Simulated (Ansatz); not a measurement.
Runs of Ansatz 0.2.0 on NbCu. Symmetry: Fm-3m, No. 225, cubic system. Conventional cell: a = 5.124 Å, b = 5.124 Å, c = 5.124 Å, α = 90.00°, β = 90.00°, γ = 90.00°. Nb (site symmetry m-3m) has 6 Cu at 2.56 Å as nearest neighbours. Around Cu (site symmetry m-3m) lie 6 Nb at 2.56 Å. The cell was built by a generator and needn't be a form met in nature.

```tsv
level	cutoff (eV)	gap on the mesh (eV)	pressure (GPa)	relaxed volume (Å³/atom)
RPBE	420	none	0.0	17.21
LDA	420	none	0.0	(b)
PBEsol	420	none	0.0	16.17
r2SCAN	500	none	0.0	(a)
revPBE	420	none	0.0	17.10
```

Alike in all rows: task relaxation of cell and atoms; potentials or basis Ansatz PAW; no spin polarisation; cell relaxed; k mesh 9 × 9 × 9; smearing fermi-dirac 0.05 eV.

Problem. Estimate the missing entries.

Solution. (a) 16.48; (b) 15.76.

Caveats: the plane-wave basis is chosen anew once the cell has moved, so the energies of steps on either side of that aren't comparable; the PAW data sets come from PBE, with cores solved anew for the run's functional, which leaves a small shift of forces and pressure.

A k mesh can miss the band edges, and the runs leave out spin-orbit coupling on Nb.

A gap of «none» marks a metal or a gap under the smearing width.

Runs at the PBE level aren't shown here.
